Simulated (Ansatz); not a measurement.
# F2OTi: the cost of one run

Method: def2-SVP, all electrons in the functionals, frozen cores in the correlation of double hybrids and RPA; program: Ansatz 0.2.0, Gaussian basis.

To be run: B2PLYP, RPA-PBE, at charge 0, triplet; charge 0, singlet; charge 0, quintet; charge 1, doublet; charge 1, quartet.

7 further runs of the same task are left out: 1 that didn't finish, 6 set aside as unsound or not needed.

### 1 The geometry

The geometry is a PBE0/def2-TZVP stationary point (not a proven minimum).

4 atoms, charge 0, spin multiplicity 3.

Atoms are counted from 1 here; the program's logs count them from 0.

Bond lengths: Ti1–O2 1.855 Å, Ti1–F3 1.770 Å, Ti1–F4 1.770 Å. Angles: O2–Ti1–F3 118.0°, O2–Ti1–F4 118.0°, F3–Ti1–F4 124.0°.

No dispersion term is added.

The geometry shown and the zero of energy belong to the point charge 0, triplet. The yardstick, UCCSD(T), and other wave-function levels (R restricted, U unrestricted, valence and pair active spaces) come from earlier runs.

### 2 B2PLYP, charge 0, triplet

Input file in.yaml:

```yaml
crystal:
  periodic: [false, false, false]
  atoms:
    - {symbol: Ti, position_ang: [0.000000, 0.018675, 0.000000]}
    - {symbol: O, position_ang: [0.000000, 1.873228, 0.000000]}
    - {symbol: F, position_ang: [0.000000, -0.812291, -1.563083]}
    - {symbol: F, position_ang: [0.000000, -0.812291, 1.563083]}
basis:
  gaussian: {orbitals: def2-SVP}
magnetization: {spin_polarized: true, initial_magnetization: 2}
hamiltonian: {xc: {name: B2PLYP}}
correlation: {electrons: outside_noble_gas}
```

Launch:

```bash
ansatz run in.yaml --threads 1 --pin off --events-out ev --progress --plain --max-ram 4096MiB --backend cpu
```

Q: Estimate wall time and peak memory on 1 thread of AMD EPYC 7R13, shared host.

About 15 s, with a peak of 0.25 GiB.
